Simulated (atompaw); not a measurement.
**A PAW (atompaw) potential for tin, from input to tests**

Do these settings give a usable potential? It is generated, then checked for scattering, ghosts and hardness.

The numbers are computed with atompaw 4.2.0.5 (PBEsol, scalar-relativistic, spin-unpolarised reference atom).

### Step 1. Starting point

Typed settings, in words:

* element: tin (Sn, Z = 50)
* type: PAW
* frozen core: [Kr] 4d10
* valence charge: 4
* reference configuration: 5s2 5p2
* partial waves: 5s (bound); 5s channel at -0.3 Ry; 5p (bound); 5p channel at 0.85 Ry; 5d channel at -0.15 Ry
* local potential: troulliermartins scheme with l = 3 at 0.5 Ry, radius 2.10 bohr
* core correction: smooth core density matched at 2.75 bohr
* augmentation charge: sinc compensation charge, radius 2.35 bohr; PAW radius 2.75 bohr; waves and projectors: bloechl

The outer shells as boxes (Hund's rule for the drawing; the calculation is spin-unpolarised):

```
[Kr] core
4d [↑↓][↑↓][↑↓][↑↓][↑↓]
5s [↑↓]
5p [↑ ][↑ ][  ]
```

An earlier all-electron run gives the scale for the radii.

All-electron outer shells of the reference configuration (PBEsol, scalar-relativistic, ld1.x):

```
shell  level (eV)  outermost node (bohr)  outermost maximum (bohr)
   4p      -89.56                   0.41                      0.79
   4d      -25.79                   0.39                      0.88
   5s      -10.59                   0.98                      2.01
   5p       -3.71                   1.09                      2.55
```

### Step 2. Generation

Contents of Sn.input:

```
Sn 50
GGA-PBESOL scalarrelativistic loggrid 1500 logderivrange -3 5 201
5 5 4 0 0 0
5 1 2
0 0 0
c
c
c
c
v
c
c
c
v
c
c
2
2.75 2.35 2.10 2.75
y
-0.3
n
y
0.85
n
y
-0.15
n
bloechl sinc
3 0.5 troulliermartins
PWSCFOUT
UPFDX 0.0125d0 UPFXMIN -7.d0 UPFZMESH 50.d0
END
```

Run with:

```bash
$ atompaw < Sn.input > Sn.log
```

**Question.** What will these runs give? Wanted: cutoffs for 10 and 1 mRy, occupied levels; bound ghosts; largest phase difference near zero energy, channels read; lowest eigenvalue of the overlap; share of valence orbitals outside the PAW sphere; UPF file.

The runs gave:

| quantity | value |
| --- | --- |
| cutoffs for 10 and 1 mRy, occupied levels | 55 Ry and 70 Ry |
| bound ghosts | s at -18.35 eV, p at -9.50 eV |
| largest phase difference near zero energy, channels read | 3.127 rad |
| lowest eigenvalue of the overlap (Bessel basis) | 0.000 (s) |
| share of valence orbitals outside the PAW sphere | 5s 29 %, 5p 59 % |
| UPF file | not written |

A bound ghost (s, p) makes it unfit for use: electrons can fall into a state that the atom doesn't have. The overlap operator is nearly singular (0.000). It counts as of middling hardness, with 55 Ry needed at the looser tolerance. The slowest level is 5s: taken alone it needs 60 Ry to come within 1 mRy, against 25 Ry for 5p. Of the channels read, p scatters worst near zero energy, by up to 3.13 rad. A step near π is an extra or missing state, not a misfit of shape. The pseudo curves have poles with no partner nearby in the atom's: s at -1.34 Ry, p at -0.70 Ry, d at 0.26 Ry. At positive energy that is a spurious or a displaced resonance. The pseudo core plus compensation charge is negative at some radii, so no UPF file was written. All of this concerns the isolated atom, not yet a solid.
